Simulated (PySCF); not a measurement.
# C₇H₉NO+ (doublet): open-shell or spin-flip excitations

Aim: compute the open-shell or spin-flip excitations of C₇H₉NO+ (doublet) (`COc1ccccc1[NH2+]`).

Computed with PySCF 2.14.0 and routines of our own; the level stands in each step. Atoms count from 0.

## Step 1: The starting structure

18 atoms, charge 1, multiplicity 2; geometry from: GFN2-xTB.

## Step 2: Open-shell or spin-flip excitations: unrestricted TDDFT CAM-B3LYP/def2-SVP

Job settings and geometry (Å):

```
{"job": {"kind": "uabs", "xc": "CAM-B3LYP", "basis": "def2-SVP", "nstates": 10, "tda": false}, "charge": 1, "multiplicity": 2}
C      2.706913     0.496567    -0.233207
O      1.620954    -0.409047    -0.297525
C      0.382632    -0.008032    -0.051990
C     -0.014224     1.287914     0.281514
C     -1.343703     1.566728     0.512576
C     -2.325303     0.559143     0.418841
C     -1.973178    -0.721757     0.091808
C     -0.623278    -1.050815    -0.153167
N     -0.243866    -2.285592    -0.472468
H      2.596707     1.296420    -0.969611
H      2.799283     0.930043     0.765529
H      3.595001    -0.089993    -0.461636
H      0.717866     2.075363     0.359091
H     -1.640634     2.571864     0.767444
H     -3.357754     0.807251     0.607089
H     -2.717213    -1.499224     0.015127
H      0.731298    -2.489560    -0.640829
H     -0.920258    -3.030955    -0.550242
```

Level: unrestricted TDDFT CAM-B3LYP/def2-SVP, vertical, gas phase, core orbitals frozen in the response.

The run is started by

```sh
$ OMP_NUM_THREADS=1 python excited_run.py task.json out
```

This one command runs all jobs of the session in turn.

What it wrote:

```text
coarse grid: 15336 points
cycle   1  E = -401.2181273745  dE =  2.117e+00  |g| = 3.848e-01  |ddm| = 3.762e+00
cycle   2  E = -401.2074485248  dE =  1.068e-02  |g| = 4.604e-01  |ddm| = 8.973e-01
cycle   3  E = -401.2913849391  dE = -8.394e-02  |g| = 5.034e-02  |ddm| = 4.070e-01
cycle   4  E = -401.2924542272  dE = -1.069e-03  |g| = 2.777e-02  |ddm| = 8.411e-02
cycle   5  E = -401.2928885894  dE = -4.344e-04  |g| = 8.560e-03  |ddm| = 3.693e-02
cycle   6  E = -401.2929699810  dE = -8.139e-05  |g| = 4.349e-03  |ddm| = 1.584e-02
cycle   7  E = -401.2930040635  dE = -3.408e-05  |g| = 2.587e-03  |ddm| = 1.001e-02
cycle   8  E = -401.2930226660  dE = -1.860e-05  |g| = 1.224e-03  |ddm| = 9.590e-03
cycle   9  E = -401.2930263597  dE = -3.694e-06  |g| = 6.857e-04  |ddm| = 3.614e-03
final grid: 149008 points
cycle  10  E = -401.3736539673  dE = -4.383e-05  |g| = 3.041e-03  |ddm| = 3.220e-02
cycle  11  E = -401.3736555194  dE = -1.552e-06  |g| = 2.862e-03  |ddm| = 6.107e-03
cycle  12  E = -401.3736590418  dE = -3.522e-06  |g| = 5.792e-04  |ddm| = 2.410e-03
cycle  13  E = -401.3736592939  dE = -2.522e-07  |g| = 2.412e-04  |ddm| = 6.951e-04
cycle  14  E = -401.3736594943  dE = -2.004e-07  |g| = 1.638e-04  |ddm| = 7.656e-04
cycle  15  E = -401.3736596203  dE = -1.260e-07  |g| = 1.358e-04  |ddm| = 7.159e-04
cycle  16  E = -401.3736597016  dE = -8.121e-08  |g| = 4.361e-05  |ddm| = 8.430e-04
cycle  17  E = -401.3736597111  dE = -9.505e-09  |g| = 2.612e-05  |ddm| = 2.748e-04
cycle  18  E = -401.3736597131  dE = -2.070e-09  |g| = 1.481e-05  |ddm| = 9.929e-05
cycle  19  E = -401.3736597141  dE = -9.461e-10  |g| = 8.154e-06  |ddm| = 7.869e-05
converged SCF energy = -401.3736597141

Static polarisability (au): isotropic 84.831, principal 39.750 104.351 110.393

<S^2> of the reference = 0.7747 (exact 0.7500)

Excitations
state   eV       nm        f      <S^2>   main configurations
  1   1.7117    724.3   0.01399   0.845   Hb->Lb 0.97
  2   3.7122    334.0   0.04774   0.970   H-1b->Lb 0.72
  3   4.1588    298.1   0.00353   1.810   H-1a->L+1a 0.29, Ha->La 0.22, Hb->L+1b 0.18, H-2b->Lb 0.17
  4   4.4069    281.3   0.00010   0.803   H-3b->Lb 0.85
  5   4.7475    261.2   0.07997   1.062   H-2b->Lb 0.66
  6   4.9875    248.6   0.04550   1.039   Ha->L+1a 0.59, H-1a->La 0.21, Ha->La 0.12
  7   5.0889    243.6   0.00009   0.821   H-4b->Lb 0.89
  8   5.2088    238.0   0.07814   1.621   Ha->La 0.40, Hb->L+1b 0.21, H-1a->L+1a 0.15, Ha->L+1a 0.13
  9   5.5154    224.8   0.12325   2.017   H-1a->La 0.39, Hb->L+2b 0.25, H-1b->Lb 0.16
 10   5.8028    213.7   0.00009   0.858   H-5b->Lb 0.81, H-7b->Lb 0.08
```

Run time: 80 s. Hardware: 1 thread of Arm Neoverse V2, shared host; peak memory 0.77 GiB.

From this job:

```
quantity  value
    ⟨S²⟩  0.775
```

Löwdin spin populations:

C0 0.00; O1 0.12; C2 0.22; C3 -0.10; C4 0.25; C5 0.02; C6 0.07; C7 0.13; N8 0.29; H9 0.01; H10 0.01; H11 0.00; H12 0.00; H13 0.00; H14 0.00; H15 0.00; H16 0.00; H17 0.00

## Step 3: Open-shell or spin-flip excitations: unrestricted TDDFT CAM-B3LYP/def2-SVP in toluene

The job, as its differences from that of step 2:

```diff
@@ -1,2 +1,2 @@
-{"job": {"kind": "uabs", "xc": "CAM-B3LYP", "basis": "def2-SVP", "nstates": 10, "tda": false}, "charge": 1, "multiplicity": 2}
+{"job": {"kind": "uabs", "xc": "CAM-B3LYP", "basis": "def2-SVP", "nstates": 10, "tda": false, "solvent": "toluene", "pol": false}, "charge": 1, "multiplicity": 2}
 C      2.706913     0.496567    -0.233207
```

Level: unrestricted TDDFT CAM-B3LYP/def2-SVP, vertical, IEF-PCM toluene (non-equilibrium linear response), core orbitals frozen in the response.

What it wrote:

```text
coarse grid: 15336 points
cycle   1  E = -401.2692199666  dE =  2.067e+00  |g| = 3.798e-01  |ddm| = 3.769e+00
cycle   2  E = -401.2621810303  dE =  7.039e-03  |g| = 4.465e-01  |ddm| = 8.301e-01
cycle   3  E = -401.3394702171  dE = -7.729e-02  |g| = 5.120e-02  |ddm| = 3.789e-01
cycle   4  E = -401.3405165795  dE = -1.046e-03  |g| = 2.863e-02  |ddm| = 8.149e-02
cycle   5  E = -401.3409845977  dE = -4.680e-04  |g| = 8.336e-03  |ddm| = 3.689e-02
cycle   6  E = -401.3410727367  dE = -8.814e-05  |g| = 4.251e-03  |ddm| = 1.584e-02
cycle   7  E = -401.3411124686  dE = -3.973e-05  |g| = 2.580e-03  |ddm| = 1.085e-02
cycle   8  E = -401.3411341019  dE = -2.163e-05  |g| = 1.223e-03  |ddm| = 1.040e-02
cycle   9  E = -401.3411389990  dE = -4.897e-06  |g| = 7.527e-04  |ddm| = 4.314e-03
final grid: 149008 points
cycle  10  E = -401.4217458331  dE = -4.430e-05  |g| = 2.982e-03  |ddm| = 3.237e-02
cycle  11  E = -401.4217476782  dE = -1.845e-06  |g| = 2.723e-03  |ddm| = 5.754e-03
cycle  12  E = -401.4217509560  dE = -3.278e-06  |g| = 5.936e-04  |ddm| = 2.338e-03
cycle  13  E = -401.4217512572  dE = -3.012e-07  |g| = 2.622e-04  |ddm| = 7.241e-04
cycle  14  E = -401.4217515396  dE = -2.824e-07  |g| = 1.860e-04  |ddm| = 9.179e-04
cycle  15  E = -401.4217517363  dE = -1.967e-07  |g| = 1.481e-04  |ddm| = 9.747e-04
cycle  16  E = -401.4217518379  dE = -1.016e-07  |g| = 4.599e-05  |ddm| = 9.974e-04
cycle  17  E = -401.4217518474  dE = -9.500e-09  |g| = 2.808e-05  |ddm| = 2.827e-04
cycle  18  E = -401.4217518494  dE = -1.952e-09  |g| = 1.396e-05  |ddm| = 9.991e-05
cycle  19  E = -401.4217518501  dE = -7.138e-10  |g| = 6.909e-06  |ddm| = 7.222e-05
converged SCF energy = -401.4217518501

<S^2> of the reference = 0.7763 (exact 0.7500)

Excitations
state   eV       nm        f      <S^2>   main configurations
  1   1.7348    714.7   0.01975   0.847   Hb->Lb 0.97
  2   3.7046    334.7   0.07019   0.946   H-1b->Lb 0.74
  3   4.1512    298.7   0.00694   1.827   H-1a->L+1a 0.29, Ha->La 0.22, Hb->L+1b 0.18, H-2b->Lb 0.17
  4   4.4487    278.7   0.00012   0.805   H-3b->Lb 0.89
  5   4.7072    263.4   0.11987   0.985   H-2b->Lb 0.67, Ha->La 0.14
  6   4.9404    251.0   0.08503   0.976   Ha->L+1a 0.64, H-1a->La 0.15, Ha->La 0.13
  7   5.1295    241.7   0.00011   0.823   H-4b->Lb 0.89
  8   5.1789    239.4   0.08402   1.658   Ha->La 0.36, Hb->L+1b 0.21, H-1a->L+1a 0.19, Ha->L+1a 0.11
  9   5.4792    226.3   0.15531   2.115   H-1a->La 0.48, Hb->L+2b 0.21, H-1b->Lb 0.14
 10   5.8572    211.7   0.00012   0.862   H-5b->Lb 0.81, H-7b->Lb 0.09
```

Run time: 72 s. Hardware: 1 thread of Arm Neoverse V2, shared host; peak memory 0.92 GiB.

Key values:

```
quantity  value
    ⟨S²⟩  0.776
```

## Step 4: Open-shell or spin-flip excitations: unrestricted TDA wB97X-D/def2-SVP

The job, as its differences from that of step 3:

```diff
@@ -1,2 +1,2 @@
-{"job": {"kind": "uabs", "xc": "CAM-B3LYP", "basis": "def2-SVP", "nstates": 10, "tda": false, "solvent": "toluene", "pol": false}, "charge": 1, "multiplicity": 2}
+{"job": {"kind": "uabs", "xc": "wB97X-D", "basis": "def2-SVP", "nstates": 10, "tda": true, "scf": {"guess": "atom", "fallback": true}, "grid": 4}, "charge": 1, "multiplicity": 2}
 C      2.706913     0.496567    -0.233207
```

Method: unrestricted TDA wB97X-D/def2-SVP, vertical, gas phase, core orbitals frozen in the response.

What it wrote:

```text
final grid: 397768 points
cycle   1  E = -401.3024982958  dE =  3.818e+00  |g| = 5.189e-01  |ddm| = 3.980e+00
cycle   2  E = -401.3721313758  dE = -6.963e-02  |g| = 3.901e-01  |ddm| = 1.141e+00
cycle   3  E = -401.4400715031  dE = -6.794e-02  |g| = 7.073e-02  |ddm| = 3.785e-01
cycle   4  E = -401.4425353846  dE = -2.464e-03  |g| = 2.866e-02  |ddm| = 9.463e-02
cycle   5  E = -401.4430755475  dE = -5.402e-04  |g| = 7.124e-03  |ddm| = 5.093e-02
cycle   6  E = -401.4431534490  dE = -7.790e-05  |g| = 4.015e-03  |ddm| = 1.469e-02
cycle   7  E = -401.4431951933  dE = -4.174e-05  |g| = 2.647e-03  |ddm| = 1.086e-02
cycle   8  E = -401.4432167349  dE = -2.154e-05  |g| = 1.300e-03  |ddm| = 9.913e-03
cycle   9  E = -401.4432219420  dE = -5.207e-06  |g| = 9.333e-04  |ddm| = 3.859e-03
cycle  10  E = -401.4432253648  dE = -3.423e-06  |g| = 5.626e-04  |ddm| = 3.527e-03
cycle  11  E = -401.4432274764  dE = -2.112e-06  |g| = 3.200e-04  |ddm| = 3.649e-03
cycle  12  E = -401.4432280164  dE = -5.399e-07  |g| = 1.693e-04  |ddm| = 1.822e-03
cycle  13  E = -401.4432281605  dE = -1.442e-07  |g| = 1.042e-04  |ddm| = 9.311e-04
cycle  14  E = -401.4432281979  dE = -3.740e-08  |g| = 6.238e-05  |ddm| = 3.845e-04
cycle  15  E = -401.4432282198  dE = -2.186e-08  |g| = 3.554e-05  |ddm| = 3.679e-04
cycle  16  E = -401.4432282254  dE = -5.649e-09  |g| = 1.771e-05  |ddm| = 2.403e-04
cycle  17  E = -401.4432282262  dE = -7.751e-10  |g| = 1.108e-05  |ddm| = 5.997e-05
converged SCF energy = -401.4432282262

Static polarisability (au): isotropic 84.839, principal 40.199 103.868 110.448

<S^2> of the reference = 0.7709 (exact 0.7500)

Excitations
state   eV       nm        f      <S^2>   main configurations
  1   1.8482    670.8   0.01634   0.812   Hb->Lb 0.95
  2   3.8484    322.2   0.04730   0.945   H-1b->Lb 0.70, Ha->La 0.09
  3   4.3575    284.5   0.00010   0.796   H-2b->Lb 0.88
  4   4.4628    277.8   0.00251   1.490   H-3b->Lb 0.36, H-1a->L+1a 0.22, Ha->La 0.18, Hb->L+1b 0.12
  5   4.9429    250.8   0.07836   1.316   H-3b->Lb 0.43, Ha->L+1a 0.18, H-1a->L+1a 0.10, Hb->L+1b 0.09
  6   5.0275    246.6   0.00009   0.811   H-4b->Lb 0.89
  7   5.0795    244.1   0.04581   1.108   Ha->L+1a 0.47, H-1a->La 0.22, Ha->La 0.11, H-1a->L+1a 0.09
  8   5.3602    231.3   0.10994   1.762   Ha->La 0.38, Hb->L+1b 0.22, H-1a->L+1a 0.10, Ha->L+1a 0.09
  9   5.6638    218.9   0.14163   1.931   Hb->L+2b 0.31, H-1a->La 0.27, H-1b->Lb 0.15, Ha->La 0.11
 10   5.7615    215.2   0.00011   0.843   H-5b->Lb 0.81, H-7b->Lb 0.08
```

It took 1.7 min on 1 thread of Arm Neoverse V2, shared host; peak memory 0.86 GiB.

In short:

```
quantity  value
    ⟨S²⟩  0.771
```

## Step 5: Results

```
                                                                                                        quantity                        value
           lowest and brightest state of nearly pure spin, of 10 (step 2, unrestricted TDDFT CAM-B3LYP/def2-SVP)  1.71 eV; 1.71 eV, f = 0.014
lowest and brightest state of nearly pure spin, of 10 (step 3, unrestricted TDDFT CAM-B3LYP/def2-SVP in toluene)  1.73 eV; 1.73 eV, f = 0.020
               lowest and brightest state of nearly pure spin, of 10 (step 4, unrestricted TDA wB97X-D/def2-SVP)  1.85 eV; 1.85 eV, f = 0.016
```

**Reading.** States whose ⟨S²⟩ lies well above the reference's are mixtures of spin states, an artefact of the unrestricted response, and are left out of the summary. The lowest state of nearly pure spin runs from 1.71 to 1.85 eV over the runs.
